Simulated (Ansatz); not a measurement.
# TeAs2: tests of the settings

One table from this session's results is given with a row withheld; the runs are named, their logs left out.

Computed with Ansatz 0.2.0 (DFT PBE, scalar-relativistic, plane waves, PAW for the base; runs at other levels say so in their headings and inputs, unless a step's input says otherwise).

## The system as given

The structure is tetragonal, space group I4_1/amd (No. 141). The conventional cell has a = 7.113 Å, b = 7.113 Å, c = 5.881 Å, α = 90.00°, β = 90.00°, γ = 90.00°. Te (site symmetry -4m2) is surrounded by 4 As at 2.83 Å. As (site symmetry 2/m) has 2 Te at 2.83 Å and 4 As at 2.91 Å as nearest neighbours.

Coordinates:

```
CELL_PARAMETERS angstrom
-3.55645 3.55645 2.94052
3.55645 -3.55645 2.94052
3.55645 3.55645 -2.94052
ATOMIC_POSITIONS crystal
Te 0.75000 0.25000 0.50000
Te 0.00000 0.00000 0.00000
As 0.37500 0.62500 0.25000
As 0.37500 0.12500 0.75000
As 0.37500 0.62500 0.75000
As 0.87500 0.62500 0.25000
```

The structure comes from the Materials Project (structure only); it is used as listed.

Set-up of the first run:

File input.yaml:

```yaml
crystal:
  lattice:
    - [-3.556454, 3.556454, 2.940516]
    - [3.556454, -3.556454, 2.940516]
    - [3.556454, 3.556454, -2.940516]
  atoms:
    - { symbol: Te, position: [0.75, 0.25, 0.5] }
    - { symbol: Te, position: [0.0, 0.0, 0.0] }
    - { symbol: As, position: [0.375, 0.625, 0.25] }
    - { symbol: As, position: [0.375, 0.125, 0.75] }
    - { symbol: As, position: [0.375, 0.625, 0.75] }
    - { symbol: As, position: [0.875, 0.625, 0.25] }
basis:
  ecutwfc: 420
kpoints:
  mp_grid: { grid: [4, 4, 4] }
hamiltonian:
  xc: pbe
scf:
  occupations: { method: gaussian, width: 0.1 }
output:
  forces: true
  stress: true
  eigenvalues: true
```

Run with:

```
$ ansatz run input.yaml --threads 1 --pin off --max-ram 2560MiB --backend cpu --events-out ev --progress --plain --runs-dir out
```

Steps of the session up to this table: Probe: one point at the start; The base run; Relaxing with functional LDA; Relaxing with functional PBEsol; Relaxing with functional PBE; Relaxing with functional r2SCAN.

One of the session's tables, all rows but one given; the rest of the session is left out.

| functional | a (Å) | c (Å) | volume (Å³/atom) |
| --- | --- | --- | --- |
| LDA | 6.897 | 5.764 | 22.85 |
| PBEsol | 6.941 | 5.798 | 23.28 |
| PBE | ? | ? | ? |
| r2SCAN | 7.132 | 5.740 | 24.33 |

Estimate the missing values for PBE.

**Answer.** a (Å): 7.124; c (Å): 5.821; volume (Å³/atom): 24.62. In the column «a (Å)» it lies between PBEsol (6.941) and r2SCAN (7.132).
